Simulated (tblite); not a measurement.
# C6H15B2N: the cost of one run

Computed with tblite 0.8.0 and PySCF 2.14.0, with density-fitted response routines of our own, on a single molecule in the gas phase. Atoms are numbered from 0 throughout.

### 1 Starting geometry

24 atoms, charge 0, multiplicity 1; geometry from: force field or distance geometry start.

Bonds of the start (Å): C0–B1 1.58, B1–C2 1.60, B1–N3 1.53, N3–B4 1.53, B4–C5 1.57, C5–C6 1.53, C6–C7 1.53, C7–C8 1.53, C8–B4 1.59, C0–H9 1.12, C0–H10 1.11, C0–H11 1.10, C2–H12 1.12, C2–H13 1.11, C2–H14 1.12, N3–H15 1.02, C5–H16 1.11, C5–H17 1.11, C6–H18 1.11, C6–H19 1.12, C7–H20 1.11, C7–H21 1.11, C8–H22 1.12, C8–H23 1.11.

### 2 Geometry optimisation with GFN2-xTB

The job: settings as JSON, then the geometry in Å.

```
{"job": {"kind": "relax", "xc": "GFN2-xTB", "basis": "xTB"}, "charge": 0, "multiplicity": 1}
C     -2.725900     1.024300    -0.155000
B     -1.986200    -0.373300    -0.195400
C     -2.540300    -1.592700     0.674600
N     -0.722600    -0.568400    -1.036900
B      0.430600     0.204300    -0.392600
C      1.010000    -0.215800     1.007500
C      2.526000    -0.212000     0.803600
C      2.833500     0.741000    -0.346800
C      1.641900     0.682400    -1.301500
H     -3.781500     0.894500    -0.504800
H     -2.748500     1.414600     0.883100
H     -2.219400     1.752700    -0.809000
H     -2.563900    -1.308200     1.755000
H     -1.903600    -2.484600     0.530300
H     -3.585700    -1.815900     0.343800
H     -0.919800    -0.170900    -1.960000
H      0.654300    -1.216100     1.321300
H      0.720900     0.538800     1.765800
H      2.862000    -1.237400     0.542300
H      3.058100     0.103600     1.738900
H      2.938000     1.776500     0.049300
H      3.765700     0.449900    -0.868700
H      1.435900     1.694000    -1.724700
H      1.808700    -0.061600    -2.112600
```

Command:

```sh
OMP_NUM_THREADS=1 python probes_run.py task.json out
```

One launch serves the whole session: the jobs run in the order shown.

Q: Estimate the wall time and peak memory of this first job on 1 thread of Arm Neoverse N1, shared host.

About 2 s, with a peak of 0.18 GiB.
